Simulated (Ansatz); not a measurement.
# TaAs (TaAs, measured cell): the cost of one run

Computed with Ansatz 0.2.0 (DFT PBE, scalar-relativistic, plane waves, PAW, unless a step's input says otherwise).

### Step 1. The structure to begin with

The structure is tetragonal, space group I4_1md (No. 109). Conventional cell: a = 3.444 Å, b = 3.444 Å, c = 11.736 Å, α = 90.00°, β = 90.00°, γ = 90.00°. Around Ta (site symmetry 2mm) lie 6 As at 2.61 to 2.62 Å. Around As (site symmetry 2mm) lie 6 Ta at 2.61 to 2.62 Å.

As a file:

```cif
data_structure
_symmetry_space_group_name_H-M 'I4_1md'
_symmetry_Int_Tables_number 109
_cell_length_a 3.4436
_cell_length_b 3.4436
_cell_length_c 11.7359
_cell_angle_alpha 90.000
_cell_angle_beta 90.000
_cell_angle_gamma 90.000
_cell_volume 139.17
loop_
_atom_site_label
_atom_site_type_symbol
_atom_site_symmetry_multiplicity
_atom_site_Wyckoff_symbol
_atom_site_fract_x
_atom_site_fract_y
_atom_site_fract_z
_atom_site_occupancy
Ta1 Ta 4 a 0.50000 0.00000 0.24997 1
As1 As 4 a 0.50000 0.00000 0.83263 1
```

The structure rests on an entry of the Materials Project (structure only); cell or positions may have been set otherwise for this series.

### Step 2. Relaxing the atoms: TaAs (TaAs, measured cell), no spin

File input.yaml:

```yaml
crystal:
  lattice:
    - [-1.7218133622, 1.7218133622, 5.8679415361]
    - [1.7218133622, -1.7218133622, 5.8679415361]
    - [1.7218133622, 1.7218133622, -5.8679415361]
  atoms:
    - { symbol: Ta, position: [0.4999673, 0.9999673, 0.5] }
    - { symbol: Ta, position: [0.7499673, 0.7499673, 0.0] }
    - { symbol: As, position: [0.08263212, 0.58263212, 0.5] }
    - { symbol: As, position: [0.33263212, 0.33263212, 0.0] }
scf:
  occupations: { method: gaussian, width: 0.02 }
output:
  forces: true
  stress: true
  eigenvalues: true
  write_density: true
  write_potential: true
  elf: true
  volumetric_format: npy
hamiltonian:
  xc: pbe
basis:
  ecutwfc: 460
kpoints:
  mp_grid: { grid: [12, 12, 12] }
relax:
  f_tol: 0.001
  max_steps: 60
```

Command:

```bash
$ ansatz run input.yaml --threads 8 --pin off --max-ram 24576MiB --backend cpu --events-out ev --progress --plain --runs-dir out
```

**Question.** How long does this run take on 8 threads of Intel Xeon Platinum 8488C (Sapphire Rapids), shared host, and how much memory does it need?

About 13 s, with a peak of 0.74 GiB.
